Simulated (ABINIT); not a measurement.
Crystal: AgRh.

```
CELL_PARAMETERS angstrom
2.77759 0.00000 0.00000
-1.38879 2.40546 0.00000
0.00000 0.00000 4.80860
ATOMIC_POSITIONS crystal
Ag 0.00000 0.00000 0.50000
Rh 0.66667 0.33333 0.00000
```

The cell comes from a database or a generator and needn't be the stable form of this composition.

Base run:

```yaml
Program: ABINIT 10.8.3 (patched build)
Functional: RPBE
Potentials_or_basis: JTH PAW PBE v2.0
Cutoff: 544 eV
k_mesh: 11 × 11 × 6
Occupations: fermi-dirac, width 0.05 eV
Spin: no spin polarisation
```

Its results: band gap on the k mesh none (metal or under the smearing width); pressure 1.9 GPa.

Task: The run is repeated on the same cell with these changes: functional from RPBE to AM05. What comes out?

Result: Band gap on the k mesh none (metal or under the smearing width); pressure -10.8 GPa.

AM05 binds more tightly than RPBE, so the same cell stands under less pressure.

Caveats: the PAW data sets were made with another functional, which shifts forces and pressure a little.
